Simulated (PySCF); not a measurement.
# C7H7ClO (4-chlorobenzyl alcohol): the cost of one run

Computed with PySCF 2.14.0 and routines of our own; the level stands in each step. Atoms count from 0.

## (1) The starting structure

16 atoms, charge 0, multiplicity 1; geometry from: GFN2-xTB.

## (2) Relaxing the molecule at PBE0-D3(BJ)/def2-SVP

Job settings and geometry (Å):

```
{"job": {"xc": "PBE0", "basis": "def2-SVP", "d3": "d3bj", "grid": 2, "kind": "geom"}, "charge": 0, "multiplicity": 1}
O      2.743142     0.517923    -0.626268
C      2.062489    -0.180801     0.396065
C      0.564706    -0.092160     0.237023
C     -0.105580    -0.994680    -0.580538
C     -1.470360    -0.894286    -0.780604
C     -2.172838     0.124020    -0.156994
Cl    -3.879795     0.255176    -0.397520
C     -1.522894     1.037328     0.657423
C     -0.157474     0.925477     0.846935
H      2.445233     0.183406    -1.479613
H      2.376148    -1.235529     0.408372
H      2.379692     0.290453     1.328774
H      0.442110    -1.792387    -1.062957
H     -1.986121    -1.599274    -1.413203
H     -2.080952     1.826277     1.136205
H      0.354894     1.638002     1.475488
```

Launch:

```
> OMP_NUM_THREADS=1 python excited_run.py task.json out
```

One launch serves the whole session: the jobs run in the order shown.

**Question.** How long does this first job take on 1 thread of Arm Neoverse V2, shared host, and how much memory does it need?

About 3 min, with a peak of 0.78 GiB.
